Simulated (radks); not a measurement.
# V⁺ inside a hard spherical wall

What does compression do to the levels of V⁺? A hard sphere of shrinking radius stands in for pressure; the configuration is held at [Ar] 3d4.

Program: radks (a radial shooting solver on a logarithmic mesh, Libxc functionals) version 1. Level of theory: scalar-relativistic Kohn-Sham, r2SCAN, spin-polarised, spherical densities, finite nucleus; open shells are filled with parallel spins first. These are calculated values, not measurements, unless marked.

### Step 1. The atom as given

* element: vanadium (Z = 23)
* charge: +1
* electrons: 22
* configuration: [Ar] 3d4
* nuclear rms radius: 3.6002 fm

The outer shells:

V⁺
```
[Ar] core
3d [↑ ][↑ ][↑ ][↑ ][  ]
```

### Step 2. The free atom

Settings of this run:

```text
Z 23
configuration [Ar] 3d4 4s0 4p0 4d0
relativity scalar-relativistic
functional r2scan,r2scan
spin polarised
nucleus finite rms 3.6002 fm
c 137.035999084
```

Launch:

```console
$ python run_ks.py task.json out
```

The same process makes all the runs of this session.

### Step 3. Wall at 12 bohr

Changes since step 2:

```diff
@@ -6,2 +6,3 @@
 nucleus finite rms 3.6002 fm
+wall 12 bohr
 c 137.035999084
```

### Step 4. Wall at 8 bohr

Changes since step 3:

```diff
@@ -6,3 +6,3 @@
 nucleus finite rms 3.6002 fm
-wall 12 bohr
+wall 8 bohr
 c 137.035999084
```

### Step 5. Wall at 7 bohr

Changes since step 4:

```diff
@@ -6,3 +6,3 @@
 nucleus finite rms 3.6002 fm
-wall 8 bohr
+wall 7 bohr
 c 137.035999084
```

### Step 6. Wall at 3.5 bohr

Changes since step 5:

```diff
@@ -6,3 +6,3 @@
 nucleus finite rms 3.6002 fm
-wall 7 bohr
+wall 3.5 bohr
 c 137.035999084
```

### Step 7. Wall at 3 bohr

Changes since step 6:

```diff
@@ -6,3 +6,3 @@
 nucleus finite rms 3.6002 fm
-wall 3.5 bohr
+wall 3 bohr
 c 137.035999084
```

### Step 8. Wall at 2.5 bohr

Changes since step 7:

```diff
@@ -6,3 +6,3 @@
 nucleus finite rms 3.6002 fm
-wall 3 bohr
+wall 2.5 bohr
 c 137.035999084
```

What does the calculation give? Wanted: for each run, R; E − E(free); ε(3d); ε(4s, empty); ε(4p, empty); ε(4d, empty); pressure.

The runs gave:

| R (bohr) | E − E(free) (eV) | ε(3d) (eV) | ε(4s, empty) (eV) | ε(4p, empty) (eV) | ε(4d, empty) (eV) | pressure (GPa) |
| --- | --- | --- | --- | --- | --- | --- |
| free | 0.000 | -9.834 | -9.560 | -5.647 | - | 0 |
| 12 | 0.000 | -9.833 | -9.560 | -5.643 | -1.585 | < 0.0001 |
| 8 | 0.006 | -9.810 | -9.512 | -5.423 | -0.016 | 0.0125 |
| 7 | 0.027 | -9.750 | -9.389 | -5.080 | 1.241 | 0.0698 |
| 3.5 | 4.437 | -5.487 | 2.062 | 11.157 | 28.120 | 49.6 |
| 3 | 10.350 | -1.994 | 13.031 | 24.418 | 44.409 | 179 |
| 2.5 | 27.929 | 5.449 | 37.425 | 51.844 | 74.132 | 835 |

In words: Eigenvalues are for spin up. At the tightest wall, 2.5 bohr, the energy stands 27.929 eV above the free atom and the pressure, −dE/dV, is 835 GPa. Of the levels in the table that exist at both ends, 4p (empty) rises most from the free atom (57.491 eV). From R = 2.5 bohr inwards the highest occupied level lies above zero, pushed up by confinement. Shells are not refilled when levels cross, and a hard wall is a model, not a crystal.
